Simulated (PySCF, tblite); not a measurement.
# C5H4F2O3: geometry, infrared bands and NMR shifts

Wanted: the infrared bands and NMR shifts of C5H4F2O3 (`COC1=C(C=O)OC1(F)F`), by calculation.

The runs use tblite 0.8.0 and PySCF 2.14.0, with density-fitted response routines of our own; the level of theory stands in each step. All values are computed, except where a source is named. Atoms are numbered from 0 throughout.

### Step 1. The molecule as given

14 atoms, charge 0, multiplicity 1; geometry from: force field or distance geometry start.

Bonds of the start (Å): C0–O1 1.41, O1–C2 1.28, C2–C3 1.35, C3–C4 1.50, C4–O5 1.22, C3–O6 1.28, O6–C7 1.44, C7–F8 1.35, C7–F9 1.35, C7–C2 1.53, C0–H10 1.10, C0–H11 1.09, C0–H12 1.11, C4–H13 1.10.

### Step 2. Optimising the geometry with GFN2-xTB

What the job is given:

```
{"job": {"kind": "relax", "xc": "GFN2-xTB", "basis": "xTB"}, "charge": 0, "multiplicity": 1}
C     -1.903600    -0.888400    -0.497200
O     -0.603700    -1.104200    -0.007200
C      0.109500    -0.038400     0.042200
C      1.357600     0.320600     0.400100
C      2.368900    -0.642400     0.950700
O      3.511800    -0.372600     1.287000
O      1.271400     1.571300     0.133200
C     -0.090300     1.438500    -0.307600
F     -0.959400     2.168900     0.415600
F     -0.267000     1.782500    -1.602000
H     -2.444000    -1.845300    -0.497400
H     -1.890200    -0.518100    -1.525800
H     -2.472700    -0.191700     0.156800
H      2.011100    -1.681100     1.014400
```

Run with:

```bash
OMP_NUM_THREADS=1 python probes_run.py task.json out
```

The driver reads the jobs from task.json and runs them one after another.

**Question.** This job is followed by: GFN2-xTB harmonic vibrations, gas phase; GIAO PBE0/pcSseg-1 NMR shielding, non-relativistic, gas phase. What will the session give for the following? strongest single infrared mode (GFN2-xTB); zero-point energy (GFN2-xTB); 13C shifts against TMS (PBE0/pcSseg-1); 1H shifts against TMS (PBE0/pcSseg-1, means over atoms taken as alike); 17O shifts against H2O (PBE0/pcSseg-1); 19F shifts against CFCl3 (PBE0/pcSseg-1, means over atoms taken as alike).

**Answer**, as computed:

```
                                                                 quantity                                 value
                                strongest single infrared mode (GFN2-xTB)                1697 cm⁻¹, 1025 km/mol
                                             zero-point energy (GFN2-xTB)                         53.5 kcal/mol
                                   13C shifts against TMS (PBE0/pcSseg-1)  174.2, 157.0, 145.9, 130.3, 59.4 ppm
   1H shifts against TMS (PBE0/pcSseg-1, means over atoms taken as alike)                        9.86, 4.23 ppm
                                   17O shifts against H2O (PBE0/pcSseg-1)               661.5, 154.5, 112.1 ppm
19F shifts against CFCl3 (PBE0/pcSseg-1, means over atoms taken as alike)                            -107.2 ppm
```

Over 39 steps the energy fell by 0.673 eV; of the close pairs, C3–O6 changed most, 1.282 to 1.433 Å. All 36 modes are real, so the xTB geometry is a minimum. The strongest single mode, at 1697 cm⁻¹, moves mainly C2 and C3. Unscaled tight-binding wavenumbers are off by several per cent, some by more. Its intensities can rank the bands wrongly. The most deshielded hydrogen is H13 (hydrogen on an aldehyde carbonyl carbon), at 9.86 ppm: the formyl region, downfield of aromatic protons. At PBE0/pcSseg-1: Shielding is most anisotropic at O5 (span 1432 ppm, paramagnetic term -718 ppm).
